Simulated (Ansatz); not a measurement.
# Cl2FHNNb: basis-set convergence

Aim: see how fast density functionals converge with the basis set for Cl2FHNNb.

Computed with Ansatz 0.2.0, Gaussian basis. Level: one geometry, several basis sets.

Levels to be run: PBE0-D4/def2-SVP; ωB97M-V/def2-SVP; PBE0-D4/def2-QZVPP; ωB97M-V/def2-QZVPP; the functionals' def2-TZVPP values are taken from earlier runs.

## 1. Structure used throughout

All runs share one geometry, relaxed beforehand with PBE0-D4 in a triple-zeta def2 set. Nb takes the def2 core potential; no spin-orbit term is included.

6 atoms, charge 0, spin multiplicity 1.

Atoms are counted from 1 here; the program's logs count them from 0.

Bond lengths: N1–Nb2 1.725 Å, N1–H6 1.010 Å, Nb2–F3 1.858 Å, Nb2–Cl4 2.287 Å, Nb2–Cl5 2.287 Å. Angles: Nb2–N1–H6 179.6°, N1–Nb2–F3 107.4°, N1–Nb2–Cl4 107.1°, N1–Nb2–Cl5 107.2°, F3–Nb2–Cl4 111.6°, F3–Nb2–Cl5 111.6°, Cl4–Nb2–Cl5 111.6°.

Geometry (Å):

```xyz
6

N    -0.5238    0.5264    1.0519
Nb    0.2390   -0.2274   -0.2994
F     1.6267   -1.2742    0.3574
Cl   -1.3481   -1.4959   -1.3485
Cl    1.0138    1.4430   -1.6550
H    -0.9655    0.9640    1.8475
```

## 2. PBE0-D4 in def2-SVP

Contents of in.yaml:

```yaml
crystal:
  periodic: [false, false, false]
  atoms:
    - {symbol: N, position_ang: [-0.523816, 0.526399, 1.051886]}
    - {symbol: Nb, position_ang: [0.238969, -0.227384, -0.299450]}
    - {symbol: F, position_ang: [1.626691, -1.274217, 0.357412]}
    - {symbol: Cl, position_ang: [-1.348091, -1.495880, -1.348453]}
    - {symbol: Cl, position_ang: [1.013811, 1.443019, -1.655011]}
    - {symbol: H, position_ang: [-0.965463, 0.963962, 1.847517]}
basis:
  gaussian: {orbitals: def2-SVP}
hamiltonian: {xc: pbe0, dispersion: d4}
output: {orbitals: {seedname: orbitals}}
```

After this run come: ωB97M-V in def2-SVP; PBE0-D4 in def2-QZVPP; ωB97M-V in def2-QZVPP.

Before running them: what should the planned runs give, taken together? Wanted: PBE0-D4: double and triple zeta above quadruple; ωB97M-V: double and triple zeta above quadruple.

The runs gave:

```
                                       quantity           value
PBE0-D4: double and triple zeta above quadruple  15.22, 1.06 eV
ωB97M-V: double and triple zeta above quadruple  15.18, 1.01 eV
```

In words: PBE0-D4 gains 14.17 eV from double to triple zeta, then 1.06 eV more. These are total energies; as a rule much of such shifts cancels in differences, which this series doesn't test.
